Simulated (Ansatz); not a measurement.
**ClFH2O2Si: molecular dynamics**

Aim: follow the molecule's vibrations and see whether its bonds hold. The start is relaxed first. Runs: 40 steps of 2 fs under a Nosé-Hoover thermostat at 300 K; 150 steps of 0.5 fs under a Nosé-Hoover thermostat at 400 K. SMILES of the start: O[Si](O)(F)Cl.

Program: Ansatz 0.2.0. Level of theory: RKS B3LYP/def2-SVP. These are calculated values, not measurements.

## 1. Starting point

Bond lengths: Si1–O2 1.680 Å, O2–H3 1.010 Å, Si1–Cl4 2.130 Å, Si1–F5 1.589 Å, Si1–O6 1.679 Å, O6–H7 1.010 Å. Angles: Si1–O2–H3 109.5°, O2–Si1–Cl4 109.4°, O2–Si1–F5 109.5°, O2–Si1–O6 109.5°, Cl4–Si1–F5 109.5°, Cl4–Si1–O6 109.5°, F5–Si1–O6 109.5°, Si1–O6–H7 109.5°.

As a file:

```xyz
7

Si    0.0000    0.0000    0.0000
O     0.0000    0.0000    1.6800
H    -0.9095   -0.2814    2.0171
Cl    2.0086    0.0000   -0.7093
F    -0.7489    1.2974   -0.5295
O    -0.7913   -1.3709   -0.5594
H    -1.2459   -1.8365    0.2129
```

## 2. Preparing the start

Input file input.yaml:

```yaml
crystal:
  periodic: [false, false, false]
  atoms:
    - { symbol: Si, position_ang: [0.0, 0.0, 0.0] }
    - { symbol: O, position_ang: [0.0, 0.0, 1.68] }
    - { symbol: H, position_ang: [-0.9095, -0.2814, 2.0171] }
    - { symbol: Cl, position_ang: [2.0086, 0.0, -0.7093] }
    - { symbol: F, position_ang: [-0.7489, 1.2974, -0.5295] }
    - { symbol: O, position_ang: [-0.7913, -1.3709, -0.5594] }
    - { symbol: H, position_ang: [-1.2459, -1.8365, 0.2129] }
basis:
  gaussian: { orbitals: def2-SVP }
hamiltonian:
  xc: b3lyp
relax:
  f_tol: 0.02
  max_steps: 40
```

Launch:

```console
$ ansatz run input.yaml --threads 1 --pin off --max-ram 2048MiB --backend cpu --events-out ev --progress --plain --runs-dir out
```

The program printed, shortened:

```text
Warning: RAYON_NUM_THREADS=1 ignored (pool sized by the plan → 1); use --threads N
[...]
Functional definition: B3LYP
[...]
866 factors; integrals over basis functions are off by at most 5.0e-4 eV
[...]
mean field -27237.97599602 eV, -1000.9771552906 hartree, gradient 5.8e-5 eV, S^2 0.000000; 0 other end points of the search recorded, 0 dependent functions left out
[...]
reference -27237.97620028 eV, -1000.9771627970 hartree; 29, 29 occupied and 59, 59 virtual orbitals, 866 factors
relax step   1: F+E_penalty+E_count = -27237.97599602 eV  Δ(F+E_penalty+E_count) = +0.000e0 eV  max|allowed force component| = 1.767e0 eV/Å  Δτ_max = 0.0000 Å  (24 SCF iters, accepted)
[...]
relax step   5: F+E_penalty+E_count = -27238.28235576 eV  Δ(F+E_penalty+E_count) = -1.065e-2 eV  max|allowed force component| = 4.940e-1 eV/Å  Δτ_max = 0.0306 Å  (23 SCF iters, accepted)
[...]
relax step   9: F+E_penalty+E_count = -27238.34368553 eV  Δ(F+E_penalty+E_count) = -1.992e-2 eV  max|allowed force component| = 1.528e-1 eV/Å  Δτ_max = 0.1320 Å  (27 SCF iters, accepted)
[...]
relax step  13: F+E_penalty+E_count = -27238.35603280 eV  Δ(F+E_penalty+E_count) = -1.739e-3 eV  max|allowed force component| = 1.882e-1 eV/Å  Δτ_max = 0.0554 Å  (23 SCF iters, accepted)
[...]
relax step  15: F+E_penalty+E_count = -27238.35877356 eV  Δ(F+E_penalty+E_count) = -1.187e-3 eV  max|allowed force component| = 8.847e-2 eV/Å  Δτ_max = 0.0441 Å  (23 SCF iters, accepted)
[...]
relax step  16: F+E_penalty+E_count = -27238.35946244 eV  Δ(F+E_penalty+E_count) = -6.889e-4 eV  max|allowed force component| = 1.328e-2 eV/Å  Δτ_max = 0.0311 Å  (24 SCF iters, accepted)
866 factors; integrals over basis functions are off by at most 4.6e-4 eV
mean field -27238.35946244 eV, -1000.9912474216 hartree, gradient 3.4e-5 eV, S^2 0.000000; 1 other end points of the search recorded, 0 dependent functions left out
[...]
reference -27238.35965927 eV, -1000.9912546547 hartree; 29, 29 occupied and 59, 59 virtual orbitals, 866 factors
Total energy: -27238.35965927 eV, -1000.9912546547 hartree
Atom 0 at    -0.106888    -0.059432     0.097516 Å, force     0.012415     0.013282     0.006517 eV/Å
Atom 1 at     0.008653     0.031158     1.731469 Å, force     0.000211     0.000009     0.003613 eV/Å
Atom 2 at    -0.799285     0.221732     2.224689 Å, force    -0.001574    -0.000527    -0.003501 eV/Å
Atom 3 at     1.809630    -0.250276    -0.597034 Å, force    -0.003229    -0.001067    -0.001718 eV/Å
Atom 4 at    -0.761502     1.291401    -0.483293 Å, force     0.000937     0.002754    -0.000458 eV/Å
Atom 5 at    -1.079391    -1.259092    -0.454548 Å, force    -0.011573    -0.010847    -0.002857 eV/Å
Atom 6 at    -0.758217    -2.166891    -0.407000 Å, force     0.002812    -0.003604    -0.001595 eV/Å
Dipole moment:    -0.202807    -0.384684     0.290814 e Å
```

Wall time 61 s (1 thread of Arm Neoverse V1, shared host); peak memory 0.18 GiB.

Step by step:

| step | energy from step 1 (eV) | largest force component (eV/Å) |
| --- | --- | --- |
| 1 | 0.0000 | 1.7669 |
| 2 | -0.2175 | 1.0727 |
| 3 | -0.2771 | 0.3138 |
| 4 | -0.2957 | 0.7063 |
| 5 | -0.3064 | 0.4940 |
| 6x | -0.2618 | 2.1121 |
| 7 | -0.3354 | 0.2180 |
| 8 | -0.3478 | 0.5769 |
| 9 | -0.3677 | 0.1528 |
| 10 | -0.3736 | 0.1934 |
| 11x | -0.3134 | 2.1697 |
| 12 | -0.3783 | 0.0983 |
| 13 | -0.3800 | 0.1882 |
| 14 | -0.3816 | 0.0890 |
| 15 | -0.3828 | 0.0885 |
| 16 | -0.3835 | 0.0133 |

Step 1 is the start. 2 steps were tried and not accepted (6, 11; marked x where the table lists them).

After: Bond lengths: Si1–O2 1.641 Å, O2–H3 0.966 Å, Si1–Cl4 2.047 Å, Si1–F5 1.610 Å, Si1–O6 1.640 Å, O6–H7 0.964 Å. Angles: Si1–O2–H3 117.4°, O2–Si1–Cl4 106.1°, O2–Si1–F5 110.0°, O2–Si1–O6 114.7°, Cl4–Si1–F5 109.7°, Cl4–Si1–O6 111.9°, F5–Si1–O6 104.6°, Si1–O6–H7 118.3°.

## 3. Run 1

40 steps of 2 fs under a Nosé-Hoover thermostat at 300 K, from the relaxed start.

Input file input.yaml:

```yaml
crystal:
  periodic: [false, false, false]
  atoms:
    - { symbol: Si, position_ang: [-0.106888, -0.059432, 0.097516] }
    - { symbol: O, position_ang: [0.008653, 0.031158, 1.731469] }
    - { symbol: H, position_ang: [-0.799285, 0.221732, 2.224689] }
    - { symbol: Cl, position_ang: [1.80963, -0.250276, -0.597034] }
    - { symbol: F, position_ang: [-0.761502, 1.291401, -0.483293] }
    - { symbol: O, position_ang: [-1.079391, -1.259092, -0.454548] }
    - { symbol: H, position_ang: [-0.758217, -2.166891, -0.407] }
basis:
  gaussian: { orbitals: def2-SVP }
hamiltonian:
  xc: b3lyp
md:
  timestep: 2.0
  n_steps: 40
  ensemble: nvt_nose_hoover
  temperature: 300.0
  initial_velocities: maxwell_boltzmann
  seed: 225609
  nose_hoover: { tau: 300.0, chain_length: 3 }
```

Launch:

```console
$ ansatz run input.yaml --threads 1 --pin off --max-ram 2048MiB --backend cpu --events-out ev --progress --plain --runs-dir out
```

The program printed, shortened:

```text
Warning: RAYON_NUM_THREADS=1 ignored (pool sized by the plan → 1); use --threads N
[...]
Functional definition: B3LYP
[...]
866 factors; integrals over basis functions are off by at most 4.7e-4 eV
[...]
mean field -27238.35950342 eV, -1000.9912489274 hartree, gradient 8.4e-5 eV, S^2 0.000000; 0 other end points of the search recorded, 0 dependent functions left out
[...]
reference -27238.35970091 eV, -1000.9912561852 hartree; 29, 29 occupied and 59, 59 virtual orbitals, 866 factors
md step     0: t =     0.00 fs  T =   300.0 K  F+E_penalty+E_count = -27238.35950342 eV  E_kin = 0.193890 eV  conserved = -27238.16561342 eV  (24 SCF iters)
[...]
md step    10: t =    20.00 fs  T =   471.1 K  F+E_penalty+E_count = -27238.32738496 eV  E_kin = 0.304493 eV  conserved = -27238.02315170 eV  (27 SCF iters)
[...]
md step    40: t =    80.00 fs  T = 143561.9 K  F+E_penalty+E_count = -27219.04318991 eV  E_kin = 92.784059 eV  conserved = -25002.45115920 eV  (96 SCF iters)
Total energy: -27219.04363803 eV, -1000.2814039671 hartree
Atom 0 at    -0.134669    -0.056740     0.130062 Å, force    -2.768543    -1.380865    -3.858093 eV/Å
Atom 1 at     2.927323     0.160482     1.209417 Å, force    -1.310685    -0.267344    -1.321526 eV/Å
Atom 2 at   -47.883841    -2.650159     9.000152 Å, force     0.000546    -0.000035    -0.000089 eV/Å
Atom 3 at     1.827553    -0.237978    -0.594751 Å, force     0.942924     0.278013     1.686031 eV/Å
Atom 4 at    -0.715351     1.306650    -0.496790 Å, force     1.123317     1.754055     1.119261 eV/Å
Atom 5 at    -1.266701    -1.017095    -0.502551 Å, force     2.012969    -0.383795     2.374327 eV/Å
Atom 6 at     2.247998    -5.983537     1.132766 Å, force    -0.000527    -0.000028     0.000090 eV/Å
Dipole moment:    -0.021400     0.097625     0.105270 e Å
```

It took 2.8 min on 1 thread of Arm Neoverse V1, shared host; peak memory 0.18 GiB.

## 4. The trajectory

The trajectory, every 3 steps (energies from step 0):

| time (fs) | T (K) | potential energy change (meV/atom) | conserved energy change (meV/atom) |
| --- | --- | --- | --- |
| 0.0 | 300 | 0.0 | 0.00 |
| 6.0 | 30 | 58.9 | 33.93 |
| 12.0 | 279 | 2.8 | 0.84 |
| 18.0 | 112 | 73.5 | 56.18 |
| 24.0 | 920 | 107.4 | 164.63 |
| 30.0 | 1004 | 391.6 | 456.58 |
| 36.0 | 1865 | 934.1 | 1080.43 |
| 42.0 | 6438 | 1188.8 | 1760.07 |
| 48.0 | 6613 | 1157.8 | 1754.18 |
| 54.0 | 2975 | 1513.7 | 1785.54 |
| 60.0 | 4248 | 1392.7 | 1791.21 |
| 66.0 | 2595021 | 1969.9 | 309101.39 |
| 72.0 | 562077 | 1930.8 | 309012.63 |
| 78.0 | 208861 | 2729.6 | 319387.99 |
| 80.0 | 143562 | 2759.5 | 319387.78 |

time (fs), T (K) and a bar:
```
      0.0        300 
      4.0        283 
      6.0         30 
     10.0         33 
     14.0         86 
     18.0        112 
     20.0        471 
     24.0        920 
     28.0       1421 
     32.0       7266 
     34.0       2436 
     38.0       1194 
     42.0       6438 
     46.0       3731 
     48.0       6613 
     52.0       6424 
     56.0       1823 
     60.0       4248 
     62.0       8273 
     66.0    2595021 ##############################
     70.0     884060 ##########
     74.0     373369 ####
     76.0     313066 ####
     80.0     143562 ##
```

Bonds that form or break, judged by distance (formed within 1.15 times the sum of covalent radii and held on average over 12 fs, broken when stretched by half; pairs already stretched at the start don't count as bonds):

| time (fs) | bond | event |
| --- | --- | --- |
| 34.0 | O6–H7 | breaks |
| 44.0 | O2–H3 | breaks |
| 74.0 | Si1–O2 | breaks |

On run 1: The run blows up, reaching 2595021 K, so it describes no real motion.

## 5. Run 2

150 steps of 0.5 fs under a Nosé-Hoover thermostat at 400 K, from the relaxed start.

Changes to input.yaml since step 3:

```diff
@@ -15,8 +15,7 @@
 md:
-  timestep: 2.0
-  n_steps: 40
+  timestep: 0.5
+  n_steps: 150
   ensemble: nvt_nose_hoover
-  temperature: 300.0
+  temperature: 400.0
   initial_velocities: maxwell_boltzmann
-  seed: 225609
-  nose_hoover: { tau: 300.0, chain_length: 3 }
+  seed: 643797
```

Launch:

```console
$ ansatz run input.yaml --threads 1 --pin off --max-ram 2048MiB --backend cpu --events-out ev --progress --plain --runs-dir out
```

The program printed, shortened:

```text
Warning: RAYON_NUM_THREADS=1 ignored (pool sized by the plan → 1); use --threads N
[...]
Functional definition: B3LYP
[...]
866 factors; integrals over basis functions are off by at most 4.7e-4 eV
[...]
mean field -27238.35950342 eV, -1000.9912489274 hartree, gradient 8.4e-5 eV, S^2 0.000000; 0 other end points of the search recorded, 0 dependent functions left out
[...]
reference -27238.35970091 eV, -1000.9912561852 hartree; 29, 29 occupied and 59, 59 virtual orbitals, 866 factors
md step     0: t =     0.00 fs  T =   400.0 K  F+E_penalty+E_count = -27238.35950342 eV  E_kin = 0.258520 eV  conserved = -27238.10098342 eV  (24 SCF iters)
[...]
md step    19: t =     9.50 fs  T =   156.0 K  F+E_penalty+E_count = -27238.20135962 eV  E_kin = 0.100794 eV  conserved = -27238.10075921 eV  (25 SCF iters)
[...]
md step    38: t =    19.00 fs  T =   248.9 K  F+E_penalty+E_count = -27238.26026180 eV  E_kin = 0.160867 eV  conserved = -27238.10089444 eV  (24 SCF iters)
[...]
md step    57: t =    28.50 fs  T =   131.8 K  F+E_penalty+E_count = -27238.18202170 eV  E_kin = 0.085165 eV  conserved = -27238.10077930 eV  (24 SCF iters)
[...]
md step    74: t =    37.00 fs  T =   269.1 K  F+E_penalty+E_count = -27238.26781334 eV  E_kin = 0.173928 eV  conserved = -27238.10091852 eV  (25 SCF iters)
md step    75: t =    37.50 fs  T =   277.6 K  F+E_penalty+E_count = -27238.27302311 eV  E_kin = 0.179433 eV  conserved = -27238.10093904 eV  (25 SCF iters)
```

## 6. The output, continued: dynamics from the start

Output, continued, shortened:

```text
md step    76: t =    38.00 fs  T =   284.1 K  F+E_penalty+E_count = -27238.27686441 eV  E_kin = 0.183590 eV  conserved = -27238.10095142 eV  (24 SCF iters)
[...]
md step    94: t =    47.00 fs  T =   162.3 K  F+E_penalty+E_count = -27238.19242441 eV  E_kin = 0.104873 eV  conserved = -27238.10077594 eV  (24 SCF iters)
[...]
md step   112: t =    56.00 fs  T =   378.3 K  F+E_penalty+E_count = -27238.32512727 eV  E_kin = 0.244495 eV  conserved = -27238.10094702 eV  (24 SCF iters)
[...]
md step   130: t =    65.00 fs  T =   294.0 K  F+E_penalty+E_count = -27238.25837348 eV  E_kin = 0.190005 eV  conserved = -27238.10079546 eV  (23 SCF iters)
[...]
md step   148: t =    74.00 fs  T =   301.7 K  F+E_penalty+E_count = -27238.25387470 eV  E_kin = 0.194972 eV  conserved = -27238.10084495 eV  (23 SCF iters)
[...]
md step   149: t =    74.50 fs  T =   307.6 K  F+E_penalty+E_count = -27238.25707375 eV  E_kin = 0.198816 eV  conserved = -27238.10084311 eV  (23 SCF iters)
[...]
md step   150: t =    75.00 fs  T =   313.5 K  F+E_penalty+E_count = -27238.26019844 eV  E_kin = 0.202594 eV  conserved = -27238.10084827 eV  (25 SCF iters)
Total energy: -27238.26039788 eV, -1000.9876068661 hartree
Atom 0 at    -0.137045    -0.033604     0.149298 Å, force     1.603124    -0.476410    -0.754813 eV/Å
Atom 1 at    -0.167421     0.056990     1.774280 Å, force     0.117782     0.293822    -0.067676 eV/Å
Atom 2 at    -0.404995    -0.727545     2.279647 Å, force    -0.018816    -0.086999    -0.017811 eV/Å
Atom 3 at     1.846642    -0.257859    -0.665478 Å, force    -1.247901     0.244254     0.702411 eV/Å
Atom 4 at    -0.685580     1.304748    -0.533638 Å, force    -0.109403     0.363775     0.121186 eV/Å
Atom 5 at    -1.013037    -1.317083    -0.327153 Å, force    -0.564267    -0.396741    -0.378062 eV/Å
Atom 6 at    -1.303424    -1.411727    -1.250275 Å, force     0.219481     0.058300     0.394765 eV/Å
Dipole moment:    -0.363261    -0.398691     0.048566 e Å
```

Wall time 8.3 min (1 thread of Arm Neoverse V1, shared host); peak memory 0.17 GiB.

## 7. Frames and traces

The trajectory, every 8 steps (energies from step 0):

| time (fs) | T (K) | potential energy change (meV/atom) | conserved energy change (meV/atom) |
| --- | --- | --- | --- |
| 0.0 | 400 | 0.0 | 0.00 |
| 4.0 | 322 | 7.2 | 0.01 |
| 8.0 | 188 | 19.6 | 0.03 |
| 12.0 | 148 | 23.4 | 0.03 |
| 16.0 | 209 | 17.7 | 0.02 |
| 20.0 | 252 | 13.9 | 0.01 |
| 24.0 | 207 | 18.3 | 0.02 |
| 28.0 | 136 | 25.0 | 0.03 |
| 32.0 | 150 | 23.8 | 0.03 |
| 36.0 | 248 | 15.0 | 0.01 |
| 40.0 | 287 | 11.7 | 0.01 |
| 44.0 | 218 | 18.5 | 0.02 |
| 48.0 | 157 | 24.4 | 0.03 |
| 52.0 | 239 | 17.2 | 0.02 |
| 56.0 | 378 | 4.9 | 0.01 |
| 60.0 | 411 | 2.7 | 0.00 |
| 64.0 | 321 | 11.8 | 0.02 |
| 68.0 | 252 | 18.8 | 0.03 |
| 72.0 | 276 | 17.1 | 0.02 |
| 75.0 | 313 | 14.2 | 0.02 |

time (fs), T (K) and a bar:
```
      0.0        400 ############################
      3.5        338 ######################
      6.5        232 ###########
     10.0        149 ##
     13.0        158 ###
     16.5        219 #########
     19.5        251 #############
     23.0        224 ##########
     26.0        169 ####
     29.5        128 
     32.5        160 ###
     36.0        248 ############
     39.0        290 #################
     42.5        253 #############
     45.5        184 ######
     49.0        163 ####
     52.0        239 ############
     55.5        365 #########################
     58.5        415 ##############################
     62.0        373 ##########################
     65.0        294 #################
     68.5        251 #############
     71.5        269 ###############
     75.0        313 ###################
```

## 8. Frames from the trajectory

Positions (Å) and forces (eV/Å):

```xyz
7
time_fs=9.5 T=156 dE=0.1581
Si   -0.109   -0.055    0.109   -1.290    0.138   -0.500
O    -0.020    0.059    1.751    0.202   -0.171   -0.380
H    -0.791    0.076    2.333   -0.038    0.004   -0.254
Cl    1.808   -0.258   -0.614   -0.245    0.025    0.189
F    -0.740    1.348   -0.476    0.363   -1.157    0.324
O    -1.082   -1.337   -0.474    1.161    1.584    0.779
H    -0.542   -2.130   -0.366   -0.152   -0.424   -0.157
7
time_fs=19.0 T=249 dE=0.0992
Si   -0.143   -0.049    0.107    0.615   -0.383   -0.121
O    -0.039    0.077    1.751   -0.208   -0.215   -0.311
H    -0.839   -0.065    2.280    0.147    0.043   -0.154
Cl    1.800   -0.265   -0.627   -0.510    0.124    0.306
F    -0.706    1.359   -0.457   -0.187   -0.596   -0.063
O    -1.025   -1.351   -0.455    0.037    1.182    0.400
H    -0.545   -2.185   -0.457    0.106   -0.155   -0.057
7
time_fs=28.0 T=136 dE=0.1747
Si   -0.158   -0.051    0.102    2.502    0.228    0.413
O    -0.060    0.086    1.732   -0.460   -0.263    0.215
H    -0.875   -0.184    2.183    0.237    0.089    0.104
Cl    1.782   -0.269   -0.633   -0.251    0.158    0.219
F    -0.680    1.345   -0.442   -0.699    0.416   -0.552
O    -0.963   -1.324   -0.419   -1.604   -0.461   -0.323
H    -0.591   -2.186   -0.597    0.274   -0.167   -0.077
7
time_fs=37.5 T=278 dE=0.0865
Si   -0.109   -0.047    0.106    0.199    0.224   -0.025
O    -0.096    0.084    1.720   -0.050   -0.097    0.831
H    -0.847   -0.282    2.207    0.158    0.050   -0.065
Cl    1.759   -0.270   -0.634    0.810    0.069   -0.129
F    -0.681    1.343   -0.448   -0.302    0.093   -0.371
O    -0.966   -1.324   -0.396   -0.869   -0.409   -0.181
H    -0.524   -2.093   -0.769    0.052    0.070   -0.060
7
time_fs=47.0 T=162 dE=0.1671
Si   -0.056   -0.037    0.113   -3.096   -0.296    0.333
O    -0.128    0.081    1.741    0.394    0.101    0.141
H    -0.793   -0.396    2.253    0.041   -0.039   -0.214
Cl    1.755   -0.269   -0.638    1.638   -0.040   -0.453
F    -0.694    1.344   -0.469    0.360   -0.512    0.048
O    -1.009   -1.346   -0.384    1.053    0.835    0.096
H    -0.466   -1.905   -0.964   -0.391   -0.049    0.049
7
time_fs=56.0 T=378 dE=0.0344
Si   -0.080   -0.035    0.127   -1.178   -0.327    0.047
O    -0.141    0.082    1.769    0.075   -0.124   -0.379
H    -0.740   -0.553    2.187    0.101    0.052    0.004
Cl    1.784   -0.269   -0.652    0.418    0.094    0.020
F    -0.695    1.328   -0.490    0.234   -0.154    0.080
O    -1.011   -1.331   -0.366    0.620    0.381   -0.057
H    -0.643   -1.773   -1.151   -0.271    0.079    0.284
7
time_fs=65.5 T=282 dE=0.1093
Si   -0.136   -0.040    0.144    2.206    0.560   -0.344
O    -0.149    0.078    1.780   -0.182   -0.282   -0.382
H    -0.614   -0.690    2.142    0.053    0.053    0.322
Cl    1.825   -0.266   -0.665   -0.935    0.224    0.566
F    -0.687    1.305   -0.510   -0.189    0.592   -0.096
O    -0.990   -1.297   -0.343   -1.041   -1.365   -0.458
H    -0.995   -1.636   -1.252    0.088    0.217    0.392
7
time_fs=75.0 T=313 dE=0.0993
Si   -0.137   -0.034    0.149    1.603   -0.476   -0.755
O    -0.167    0.057    1.774    0.118    0.294   -0.068
H    -0.405   -0.728    2.280   -0.019   -0.087   -0.018
Cl    1.847   -0.258   -0.665   -1.248    0.244    0.702
F    -0.686    1.305   -0.534   -0.109    0.364    0.121
O    -1.013   -1.317   -0.327   -0.564   -0.397   -0.378
H    -1.303   -1.412   -1.250    0.220    0.058    0.395
```

On run 2: Against a set 400 K the second half averages 283 K with a spread of 72 K; 14 meV/atom has gone into potential energy, and a thermostat that acts over some 100 fs has not made it up in 75 fs. The conserved energy strays from its start by at most 0.04 meV/atom, 0.2 % of the mean kinetic energy, which is good for a step of 0.5 fs. The bonds all hold.

## 9. Outcome

| quantity | value |
| --- | --- |
| relaxation of the start | 13 moves, 0.383 eV lower |
| run 1: length | 40 steps of 2 fs |
| run 1: temperature, first and last step | 300 and 143562 K |
| run 1: temperature, second half | mean 345718 K, from 343 to 2595021 K |
| run 1: potential energy, second half | +2031 meV/atom from this run's first step |
| run 1: largest change of the conserved energy | 319400.51 meV/atom |
| run 1: bonds formed or broken | 3 |
| run 2: length | 150 steps of 0.5 fs |
| run 2: temperature, first and last step | 400 and 313 K |
| run 2: temperature, second half | mean 283 K, from 157 to 417 K |
| run 2: potential energy, second half | +14 meV/atom from this run's first step |
| run 2: largest change of the conserved energy | 0.04 meV/atom |
| run 2: bonds formed or broken | 0 |

**Reading.** Mean temperatures of the second halves: none that means anything (unstable run), 283 K. Bonds changed in run 1 (an artefact of the unstable or too long step). Averages from a run of 75 fs with 7 atoms are rough. The nuclei move classically, without zero-point motion, which matters most for hydrogen.
